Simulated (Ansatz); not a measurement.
**GeH4+ (doublet): from Hartree-Fock to the top rungs, cc-pVTZ**

One table from this session's results is given with a row withheld; the runs are named, their logs left out.

Method: cc-pVTZ, core rule «outside noble gas», up to 14 orbitals frozen; program: Ansatz 0.2.0, Gaussian basis.

The runs, in order: UHF; CCSD(T) on ROHF; CCSD(T) on UHF; BCCD(T) on ROHF; CCSDT(Q) on ROHF; CCSDT(Q) on UHF; CASSCF and MRCISD+Q, 7 electrons in 8 orbitals; CASSCF and MRCISD+Q(relaxed), 7 electrons in 8 orbitals; CASSCF and NEVPT2, 7 electrons in 8 orbitals.

2 further runs of the same task are left out: 2 set aside as unsound or not needed.

## The system

The geometry is a PBE0/def2-TZVP stationary point (not a proven minimum). No spin-orbit coupling is included. The filled d shell of Ge may be among the frozen orbitals whatever the setting's name suggests; the logs give the count.

5 atoms, charge 1, spin multiplicity 2.

Atoms are counted from 1 here; the program's logs count them from 0.

Bond lengths: Ge1–H2 1.565 Å, Ge1–H3 1.565 Å, Ge1–H4 1.565 Å, Ge1–H5 1.565 Å. Angles: H2–Ge1–H3 97.5°, H2–Ge1–H4 97.5°, H2–Ge1–H5 137.7°, H3–Ge1–H4 137.7°, H3–Ge1–H5 97.5°, H4–Ge1–H5 97.5°.

Coordinates:

```tsv
atom	x (Å)	y (Å)	z (Å)
Ge1	0.0000	0.0000	0.0000
H2	0.5613	1.0339	1.0326
H3	-0.5699	-1.0297	1.0321
H4	-0.5592	1.0308	-1.0368
H5	0.5678	-1.0351	-1.0279
```

The first run:

in.yaml reads:

```yaml
crystal:
  periodic: [false, false, false]
  atoms:
    - {symbol: Ge, position_ang: [0.000000, 0.000000, 0.000000]}
    - {symbol: H, position_ang: [0.561303, 1.033925, 1.032591]}
    - {symbol: H, position_ang: [-0.569863, -1.029690, 1.032135]}
    - {symbol: H, position_ang: [-0.559224, 1.030817, -1.036818]}
    - {symbol: H, position_ang: [0.567783, -1.035053, -1.027908]}
basis:
  gaussian: {orbitals: cc-pVTZ}
total_charge: 1
magnetization: {spin_polarized: true, initial_magnetization: 1}
hamiltonian: {xc: hf}
output: {orbitals: {seedname: orbitals}}
```

Started as:

```sh
$ ansatz run in.yaml --threads 1 --pin off --events-out ev --progress --plain --max-ram 4096MiB --backend cpu
```

Among the steps run: UHF; CCSD(T) on ROHF; CCSD(T) on UHF; BCCD(T) on ROHF; CCSDT(Q) on ROHF; CCSDT(Q) on UHF; CASSCF and MRCISD+Q, 7 electrons in 8 orbitals; CASSCF and MRCISD+Q(relaxed), 7 electrons in 8 orbitals; CASSCF and NEVPT2, 7 electrons in 8 orbitals.

One table of the session follows, with a row left open; its other results are not shown here.

```
                   method  from UCCSDT(Q) (kcal/mol)
                     ROHF                    +103.68
                      UHF                     +97.79
                     RMP2                     +21.82
                     UMP2                     +23.11
                    RCCSD                      +3.62
                    UCCSD                      +3.51
                 RCCSD(T)                      +0.72
                 UCCSD(T)                      +0.76
                  BCCD(T)                      +0.75
                   RCCSDT                      +0.12
                   UCCSDT                      +0.09
                RCCSDT(Q)                      +0.04
                UCCSDT(Q)                          0
           CASSCF valence                     +55.63
           NEVPT2 valence                          ?
           MRCISD valence                      +2.57
         MRCISD+Q valence                      +0.32
MRCISD+Q(relaxed) valence                      -0.32
```

**Question.** Estimate the row for NEVPT2 valence.

As computed: from UCCSDT(Q) (kcal/mol): +14.03. In the column «from UCCSDT(Q) (kcal/mol)» it lies between RCCSD (+3.62) and RMP2 (+21.82).

Caveats from the session: Restricted and unrestricted rows rest on different reference determinants; where their highest levels disagree by more than a few hundredths of an eV, they describe different states and don't form one ladder.
